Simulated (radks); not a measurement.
# Valence configurations of Al⁺

One table from this session's results is given with a row withheld; the runs are named, their logs left out.

The numbers are computed with radks (a radial shooting solver on a logarithmic mesh, Libxc functionals) version 1 (non-relativistic Kohn-Sham, PBE, spin-polarised, spherical densities, point nucleus; open shells are filled with parallel spins first), except any that are marked as measured or tabulated.

## Starting point

* element: aluminium (Z = 13)
* charge: +1
* electrons: 12
* configuration: [Ne] 3s2
* others tried: 3s1 3p1; 3p2; 3s1.5 3p0.5; 3s0.5 3p1.5

Outer shells as boxes (Hund's rule):

Al⁺
```
[Ne] core
3s [↑↓]
```

Set-up of the first run:

Settings of this run:

```text
Z 13
configuration [Ne] 3s2
relativity non-relativistic
functional pbe,pbe
spin polarised
nucleus point
```

Steps of the session up to this table: [Ne] 3s2.

One table of the session follows, with a row left open; its other results are not shown here.

Radial moments (bohr):

```
level     <r>  outermost maximum (interpolated)  90 % within  nodes
   1s  0.1205                            0.0787        0.215      0
   2s       ?                                 ?            ?      ?
   2p  0.6034                             0.429         1.02      0
   3s   2.381                              2.02         3.59      2
```

Q: Estimate the row for 2s from the others.

As computed: <r>: 0.6276; outermost maximum (interpolated): 0.498; 90 % within: 0.993; nodes: 1. In the column «<r>» it lies between 2p (0.6034) and 3s (2.381).
